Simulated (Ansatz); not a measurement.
**FH₂MoNO₂: one species, many methods**

One table from this session's results is given with a row withheld; the runs are named, their logs left out.

Computed with Ansatz 0.2.0, Gaussian basis. Level: functionals in def2-TZVPP, the program's frozen cores in correlated methods.

The runs, in order: LDA (SPW92), PBE-D4, revPBE-D4, BLYP-D4, r2SCAN-D4, B97M-V, PBE0-D4, B3LYP-D4, r2SCANh-D4, r2SCAN0-D4, HSE06-D4, BHLYP-D4, CAM-B3LYP-D4, LC-ωPBE, ωB97X-V, ωB97M-V, B2PLYP, PBE-QIDH; CCSD(T)/def2-SVP; CCSD(T)/def2-TZVPP; MP2/def2-QZVPP; extrapolation to the limit; RPA on PBE.

## The geometry

An earlier PBE0-D4 in a triple-zeta def2 set relaxation fixed the geometry. Mo takes the def2 core potential; no spin-orbit term is included.

SMILES `[NH2][Mo](=[O])(=[O])[F]`, 7 atoms, charge 0, spin multiplicity 1.

Atoms are counted from 1 here; the program's logs count them from 0.

Bond lengths: N1–Mo2 1.914 Å, N1–H6 1.010 Å, N1–H7 1.010 Å, Mo2–O3 1.674 Å, Mo2–O4 1.674 Å, Mo2–F5 1.852 Å. Angles: Mo2–N1–H6 123.3°, Mo2–N1–H7 123.3°, H6–N1–H7 111.7°, N1–Mo2–O3 108.1°, N1–Mo2–O4 108.1°, N1–Mo2–F5 110.2°, O3–Mo2–O4 110.5°, O3–Mo2–F5 110.0°, O4–Mo2–F5 110.0°.

The first run:

File in.yaml:

```yaml
crystal:
  periodic: [false, false, false]
  atoms:
    - {symbol: N, position_ang: [-0.621568, 0.874874, 0.442498]}
    - {symbol: Mo, position_ang: [0.423435, -0.554872, -0.284362]}
    - {symbol: O, position_ang: [-0.014580, -0.756718, -1.887730]}
    - {symbol: O, position_ang: [0.089819, -1.941461, 0.592817]}
    - {symbol: F, position_ang: [2.226654, -0.150720, -0.167212]}
    - {symbol: H, position_ang: [-1.052996, 1.590401, -0.124616]}
    - {symbol: H, position_ang: [-0.989464, 0.870497, 1.382906]}
basis:
  gaussian: {orbitals: def2-TZVPP}
hamiltonian: {xc: lda}
output: {orbitals: {seedname: orbitals}}
```

Steps of the session up to this table: LDA; PBE-D4 (GGA); revPBE-D4 (GGA); BLYP-D4 (GGA); r2SCAN-D4 (meta-GGA); B97M-V (meta-GGA); PBE0-D4 (hybrid); B3LYP-D4 (hybrid); r2SCANh-D4 (hybrid); r2SCAN0-D4 (hybrid); HSE06-D4 (hybrid); BHLYP-D4 (hybrid); CAM-B3LYP-D4 (range-separated); LC-ωPBE-D4 (range-separated; the results give it without D4); ωB97X-V (range-separated); ωB97M-V (range-separated); B2PLYP (double hybrid); PBE-QIDH (double hybrid).

One of the session's tables, all rows but one given; the rest of the session is left out.

It belongs to the step «Frontier levels by functional». 

| functional | HOMO (eV) | LUMO (eV) | gap (eV) |
| --- | --- | --- | --- |
| LDA (SPW92) | -7.75 | -3.32 | 4.42 |
| PBE-D4 | -7.49 | -3.08 | 4.41 |
| revPBE-D4 | -7.40 | -2.99 | 4.41 |
| BLYP-D4 | -7.39 | -3.00 | 4.39 |
| r2SCAN-D4 | -7.83 | -3.04 | 4.79 |
| B97M-V | -7.87 | -2.95 | 4.92 |
| PBE0-D4 | -8.95 | -2.30 | 6.65 |
| B3LYP-D4 | -8.72 | -2.55 | 6.17 |
| r2SCANh-D4 | -8.38 | -2.74 | 5.64 |
| r2SCAN0-D4 | ? | ? | ? |
| HSE06-D4 | -8.55 | -2.68 | 5.86 |
| BHLYP-D4 | -10.34 | -1.42 | 8.91 |
| CAM-B3LYP-D4 | -10.38 | -1.20 | 9.19 |
| LC-ωPBE | -11.72 | 0.00 | 11.72 |
| ωB97X-V | -11.34 | -0.06 | 11.28 |
| ωB97M-V | -11.26 | -0.09 | 11.16 |

**Question.** Estimate the row for r2SCAN0-D4.

Worked estimate for «HOMO (eV)». Against the share of exact exchange, r2SCAN-D4 (0, -7.83), r2SCANh-D4 (0.1, -8.38) give a slope of -5.50 per unit share; at 0.25 the line stands at -9.20.

The run gave: HOMO (eV): -9.20; LUMO (eV): -2.28; gap (eV): 6.92. In «HOMO (eV)» the line misses by 0.00.
